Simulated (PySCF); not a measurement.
# ZnTe: from the state search to spectroscopic constants

The task here is to estimate one member of a computed series from the others.

Method: Zn def2-SVP, Te def2-SVP with ECP28, scalar-relativistic core potentials; program: PySCF 2.14.0.

Set-up of the first run:

The job is set up so:

| Item | Value |
| --- | --- |
| atoms | Zn, Te |
| charge | 0 |
| basis | Zn def2-SVP, Te def2-SVP with ECP28 |
| Hamiltonian | scalar-relativistic core potentials |
| basis functions | 57 |
| electrons treated | 54 |
| masses in u | 63.9291, 129.9062 |
| levels | PBE0, PBE, r²SCAN, B97-3, BHandHLYP, MN15, HF, MP2, SCS-MP2, CCSD, CCSD(T) |
| grid | 80 radial by 434 angular points |
| occupations | held fixed by the projection of orbital angular momentum |
| dissociation limit | Zn + Te, each in its ground configuration |
| starting distance in angstrom | 2.510 |
| values of 2S to try | 0, 2 |

On the command line:

```bash
> OMP_NUM_THREADS=1 python dia.py task.json out
```

Steps of the session up to this table: The job; PBE0 along the bond; Excited determinants; PBE; r²SCAN (meta-GGA); B97-3; BHandHLYP; MN15; RHF; Adding correlation.

One table of the session follows, with a row left open; its other results are not shown here.

Energy (eV) from each level's lowest point:

```
R (Å)    RHF  RHF-MP2  RHF-SCS-MP2  RHF-CCSD  RHF-CCSD(T)
2.042  1.252    1.102        1.161       n/a          n/a
2.138  0.601    0.482        0.526     0.568        0.560
2.232      ?        ?            ?         ?            ?
2.304  0.082    0.032        0.047     0.063        0.058
2.375  0.012    0.000        0.000     0.002        0.000
2.446  0.000    0.030        0.014     0.000        0.002
2.541  0.044    0.136        0.098     0.061        0.069
2.660  0.157    0.333        0.266     0.200        0.217
2.803  0.328    0.607        0.507     0.410        0.436
2.993  0.562    0.969        0.829       n/a          n/a
```

Q: Estimate the row for R (Å) = 2.232 from the others.

Worked estimate for «RHF». A straight line through the neighbours (2.138, 0.601) and (2.304, 0.082) gives 0.601 + (0.082 − 0.601) × (2.232 − 2.138) / (2.304 − 2.138) = 0.307; a parabola fitted to 4 rows on both sides gives 0.221.

As computed: RHF: 0.230; RHF-MP2: 0.148; RHF-SCS-MP2: 0.176; RHF-CCSD: 0.205; RHF-CCSD(T): 0.198. In «RHF» the line misses by +0.077 and the parabola by -0.009.
